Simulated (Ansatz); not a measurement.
# Lu2Ir2O7: the cost of one run

Program: Ansatz 0.2.0. Level of theory: DFT PBE+U (U_eff = 2 eV on Ir 5d), scalar-relativistic, plane waves, PAW. These are calculated values, not measurements.

4 further runs of the same task are left out: 4 set aside as unsound or not needed. Runs told in other sessions of the task aren't counted.

### 1 The starting structure

It takes space group Fd-3m (No. 227, cubic). The conventional cell has a = 10.102 Å, b = 10.102 Å, c = 10.102 Å, α = 90.00°, β = 90.00°, γ = 90.00°. Lu (site symmetry -3m) is surrounded by 8 O at 2.19 to 2.46 Å. Ir (site symmetry -3m) is surrounded by 6 O at 1.97 Å. Around O (site symmetry 2mm) lie 2 Ir at 1.97 Å and 2 Lu at 2.46 Å. O (site symmetry -43m) has 4 Lu at 2.19 Å in its first shell of neighbours.

Coordinates:

```cif
data_structure
_symmetry_space_group_name_H-M 'Fd-3m:1'
_symmetry_Int_Tables_number 227
_cell_length_a 10.1015
_cell_length_b 10.1015
_cell_length_c 10.1015
_cell_angle_alpha 90.000
_cell_angle_beta 90.000
_cell_angle_gamma 90.000
_cell_volume 1030.77
loop_
_atom_site_label
_atom_site_type_symbol
_atom_site_symmetry_multiplicity
_atom_site_Wyckoff_symbol
_atom_site_fract_x
_atom_site_fract_y
_atom_site_fract_z
_atom_site_occupancy
Lu1 Lu 16 c 0.62500 0.87500 0.37500 1
Ir1 Ir 16 d 0.12500 0.87500 0.37500 1
O1 O 48 f 0.50000 0.00000 0.20729 1
O2 O 8 a 0.25000 0.25000 0.25000 1
```

The moments start at Ir 1.00 μB.

### 2 First run, at the start cell

input.yaml reads:

```yaml
crystal:
  lattice:
    - [0.0, 5.05077, 5.05077]
    - [5.05077, 0.0, 5.05077]
    - [5.05077, 5.05077, 0.0]
  atoms:
    - { symbol: Lu, position: [0.125, 0.625, 0.625] }
    - { symbol: Lu, position: [0.625, 0.125, 0.625] }
    - { symbol: Lu, position: [0.625, 0.625, 0.125] }
    - { symbol: Lu, position: [0.625, 0.625, 0.625] }
    - { symbol: Ir, position: [0.625, 0.125, 0.125], spin: 1.0 }
    - { symbol: Ir, position: [0.125, 0.625, 0.125], spin: 1.0 }
    - { symbol: Ir, position: [0.125, 0.125, 0.625], spin: 1.0 }
    - { symbol: Ir, position: [0.125, 0.125, 0.125], spin: 1.0 }
    - { symbol: O, position: [0.20728767, 0.20728767, 0.79271233] }
    - { symbol: O, position: [0.79271233, 0.79271233, 0.20728767] }
    - { symbol: O, position: [0.20728767, 0.79271233, 0.20728767] }
    - { symbol: O, position: [0.79271233, 0.20728767, 0.79271233] }
    - { symbol: O, position: [0.79271233, 0.20728767, 0.20728767] }
    - { symbol: O, position: [0.20728767, 0.79271233, 0.79271233] }
    - { symbol: O, position: [0.04271233, 0.04271233, 0.45728767] }
    - { symbol: O, position: [0.45728767, 0.45728767, 0.04271233] }
    - { symbol: O, position: [0.04271233, 0.45728767, 0.04271233] }
    - { symbol: O, position: [0.45728767, 0.04271233, 0.45728767] }
    - { symbol: O, position: [0.45728767, 0.04271233, 0.04271233] }
    - { symbol: O, position: [0.04271233, 0.45728767, 0.45728767] }
    - { symbol: O, position: [0.75, 0.75, 0.75] }
    - { symbol: O, position: [0.5, 0.5, 0.5] }
basis:
  ecutwfc: 420
  ecutrho_ratio: 4
kpoints:
  mp_grid: { grid: [3, 3, 3] }
hamiltonian:
  xc: pbe
  hubbard: { sites: [{ species: Ir, l: d, u_eff: 2.0 }] }
scf:
  occupations: { method: gaussian, width: 0.05 }
output:
  forces: true
  stress: true
  eigenvalues: true
  populations: true
  hubbard: { sites: [{ species: Lu, l: f }, { species: Ir, l: d }] }
magnetization:
  spin_polarized: true
```

Launch:

```sh
ansatz run input.yaml --threads 8 --pin off --max-ram 22528MiB --backend cpu --events-out ev --progress --plain --runs-dir out
```

**Question.** How long does this run take on 8 threads of Intel Xeon at 2.50GHz (Skylake/Cascade Lake), shared host, and how much memory does it need?

About 5.2 min, with a peak of 2.4 GiB.
